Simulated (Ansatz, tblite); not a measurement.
# The cluster Ge2H4: a ladder of methods and basis sets

The task here is to estimate one member of a computed series from the others.

Computed with Ansatz 0.2.0, Gaussian basis. Level: as each input shows.

The runs, in order: GFN1-xTB, GFN2-xTB, PBE-D4/def2-TZVP, r2SCAN-D4/def2-TZVP, PBE-QIDH/def2-TZVP, r2SCAN0-D4/def2-TZVP, ωB97M-V/def2-TZVP, LDA/def2-TZVP, HSE06-D4/def2-TZVP, CAM-B3LYP-D4/def2-TZVP, HF/def2-TZVP, PBE-D4/def2-SVP, PBE0-D4/def2-SVP, PBE0-D4/def2-TZVPD, PBE-D4/def2-TZVPD, r2SCAN-D4/def2-TZVPD, CCSD(T)/def2-TZVPP, MP2/def2-TZVP, RPA/def2-TZVP.

1 further run of the same task is left out (set aside as unsound or not needed). Runs told in other sessions of the task aren't counted.

## The relaxed structure

The geometry is that of the singlet, from an earlier relaxation (r2SCAN-D4/def2-TZVP). At that level it is the lowest of the isomers that a small search found.

6 atoms, charge 0, spin multiplicity 1.

Bond lengths: Ge1–Ge2 2.375 Å, Ge1–H5 1.591 Å, Ge2–H3 1.709 Å, Ge2–H4 1.544 Å, Ge2–H6 1.544 Å. Angles: Ge2–Ge1–H5 86.0°, Ge1–Ge2–H3 51.7°, Ge1–Ge2–H4 128.0°, Ge1–Ge2–H6 121.5°, H3–Ge2–H4 104.2°, H3–Ge2–H6 100.6°, H4–Ge2–H6 106.8°.

As a file:

```xyz
6
Ge2H4
Ge    0.98712   -0.15980   -1.45584
Ge   -0.52925    0.50769    0.24641
H     1.01999   -0.19208    0.42195
H    -1.44966   -0.38793    1.10396
H     0.30839   -1.59440   -1.34247
H    -0.33661    1.82651    1.02600
```

PBE0-D4/def2-TZVP was run before; its log isn't repeated, and its numbers join the tables.

The first run:

Tight binding, by tblite at 300 K electronic temperature and without a spin-polarisation term:

```python
tblite.interface.Calculator('GFN1-xTB', numbers, positions, charge=0, uhf=0).singlepoint()
```

Tight binding, by tblite at 300 K electronic temperature and without a spin-polarisation term:

```python
tblite.interface.Calculator('GFN2-xTB', numbers, positions, charge=0, uhf=0).singlepoint()
```

start.molden holds the orbitals of an earlier run on this state, given as this run's starting guess.

in.yaml

```yaml
crystal:
  periodic: [false, false, false]
  atoms:
    - {symbol: Ge, position_ang: [0.987122, -0.159798, -1.455836]}
    - {symbol: Ge, position_ang: [-0.529247, 0.507692, 0.246405]}
    - {symbol: H, position_ang: [1.019995, -0.192083, 0.421946]}
    - {symbol: H, position_ang: [-1.449657, -0.387927, 1.103959]}
    - {symbol: H, position_ang: [0.308387, -1.594397, -1.342474]}
    - {symbol: H, position_ang: [-0.336610, 1.826512, 1.026001]}
basis:
  gaussian: {orbitals: def2-TZVP, initial_orbitals: start.molden}
hamiltonian: {xc: pbe, dispersion: d4}
scf: {omitted_lower_state_checks: [starts]}
output: {forces: true, orbitals: {seedname: orbitals}}
```

The run is started by

```sh
ansatz run in.yaml --threads 4 --pin off --events-out ev --progress --plain --max-ram 3916MiB
```

Steps of the session up to this table: PBE-D4/def2-TZVP; r2SCAN-D4/def2-TZVP; PBE-QIDH/def2-TZVP; r2SCAN0-D4/def2-TZVP; ωB97M-V/def2-TZVP; LDA/def2-TZVP; HSE06-D4/def2-TZVP; CAM-B3LYP-D4/def2-TZVP; HF/def2-TZVP; PBE-D4/def2-SVP; PBE0-D4/def2-SVP; PBE0-D4/def2-TZVPD; PBE-D4/def2-TZVPD; r2SCAN-D4/def2-TZVPD; CCSD(T)/def2-TZVPP; MP2/def2-TZVP; RPA/def2-TZVP.

One table of the session follows, with a row left open; its other results are not shown here.

It belongs to the step «Binding energy». 

| method | binding an atom (eV) |
| --- | --- |
| HF/def2-TZVP | ? |
| HF/def2-TZVPP | 1.642 |
| LDA/def2-TZVP | 2.755 |
| PBE-D4/def2-SVP | 2.387 |
| PBE-D4/def2-TZVP | 2.393 |
| PBE-D4/def2-TZVPD | 2.395 |
| r2SCAN-D4/def2-TZVP | 2.419 |
| r2SCAN-D4/def2-TZVPD | 2.421 |
| PBE0-D4/def2-SVP | 2.359 |
| PBE0-D4/def2-TZVP | 2.364 |
| PBE0-D4/def2-TZVPD | 2.366 |
| r2SCAN0-D4/def2-TZVP | 2.384 |
| HSE06-D4/def2-TZVP | 2.363 |
| CAM-B3LYP-D4/def2-TZVP | 2.391 |
| ωB97M-V/def2-TZVP | 2.377 |
| MP2/def2-TZVP | 2.241 |
| CCSD/def2-TZVPP | 2.341 |
| CCSD(T)/def2-TZVPP | 2.379 |

Q: Estimate the row for HF/def2-TZVP from the others.

The run gave: binding an atom (eV): 1.638. In the column «binding an atom (eV)» it is the lowest.

Caveats from the session: Free atoms were run apart at each level; binding is atoms less cluster, divided by the number of atoms, without zero-point or spin-orbit terms.
